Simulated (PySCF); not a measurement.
**GaC: bond curves at several levels of theory**

What are the lowest state that PBE0 finds, the bond length, vibrational wavenumber and bond energy of GaC, and how much do these hang on the method?

Computed with PySCF 2.14.0. Level: Ga def2-SVP, C def2-SVP, no relativity.

## Step 1: Input

A driver script around PySCF takes these settings:

```json
{
 "atoms": "Ga, C",
 "charge": "0",
 "basis": "Ga def2-SVP, C def2-SVP",
 "Hamiltonian": "no relativity",
 "basis functions": "46",
 "electrons treated": "37",
 "masses in u": "68.9256, 12.0000",
 "levels": "PBE0, PBE, r²SCAN, BLYP, B3LYP, TPSS, HF, MP2, SCS-MP2, CCSD, CCSD(T)",
 "grid": "80 radial by 434 angular points",
 "occupations": "held fixed by the projection of orbital angular momentum",
 "dissociation limit": "Ga + C, each in its ground configuration",
 "starting distance in angstrom": "1.915",
 "values of 2S to try": "1, 3"
}
```

Launch:

```
$ OMP_NUM_THREADS=1 python dia.py task.json out
```

Further steps of the session: PBE0 along the bond; Excited determinants; PBE (GGA); r²SCAN; BLYP; B3LYP; TPSS; UHF; MP2 and coupled cluster.

What does the calculation give? Wanted: for each run, Re; ωe; De; μ.

**Answer**, as computed:

Lowest PBE0 solution found, without spin–orbit coupling: ⁴Σ⁻ (quartet), unpaired electrons σ ↑, π ↑↑. State 2 has its PBE0 minimum 0.56 eV higher, as a spin-mixed determinant (⟨S²⟩ = 1.77), so this is no gap between pure states. State 3 has its PBE0 minimum 0.65 eV higher, as a spin-mixed determinant (⟨S²⟩ = 1.76), so this is no gap between pure states. State 4 has its PBE0 minimum 1.51 eV higher. The other levels ran on the lowest alone.

| level | Re (Å) | ωe (cm⁻¹) | De (eV) | μ (D) |
| --- | --- | --- | --- | --- |
| UHF | 2.030 | 558 | 2.35 | -1.50 |
| UHF-MP2 | 2.006 | 574 | 2.97 | n/a |
| UHF-SCS-MP2 | 2.011 | 569 | 2.70 | n/a |
| UHF-CCSD | 2.004 | 572 | 2.86 | n/a |
| UHF-CCSD(T) | 2.003 | 571 | 2.95 | n/a |
| PBE | 2.010 | 536 | 3.57 | -1.83 |
| BLYP | 2.031 | 513 | 3.25 | -1.87 |
| TPSS | 2.013 | 538 | 3.43 | -1.81 |
| r²SCAN | 1.996 | 559 | 3.47 | -1.70 |
| B3LYP | 2.015 | 536 | 3.13 | -1.95 |
| PBE0 | 2.001 | 556 | 3.34 | -1.88 |

De is counted to Ga + C in their ground configurations. A positive dipole means Ga(−)C(+).

Differences from CCSD(T) in the same basis:

```csv
level,Re (mÅ),ωe (%)
UHF,+27,-2.1
UHF-MP2,+3,+0.6
UHF-SCS-MP2,+8,-0.3
UHF-CCSD,+1,+0.2
PBE,+8,-6.0
BLYP,+28,-10.1
TPSS,+11,-5.8
r²SCAN,-6,-2.1
B3LYP,+13,-6.0
PBE0,-1,-2.5
```

In words: Against CCSD(T) in the same basis, the bond length is nearest at UHF-CCSD and PBE0 (1 mÅ off) and farthest at BLYP (+28 mÅ); the wavenumber is nearest at UHF-CCSD (+0.2 %) and farthest at BLYP (-10.1 %). CCSD(T) in a basis this small is itself some way from its limit, more so than the functionals. Of the levels with a De here, UHF gives the least (2.35 eV) and PBE the most (3.57 eV).

Correlated steps freeze 10 core orbitals.
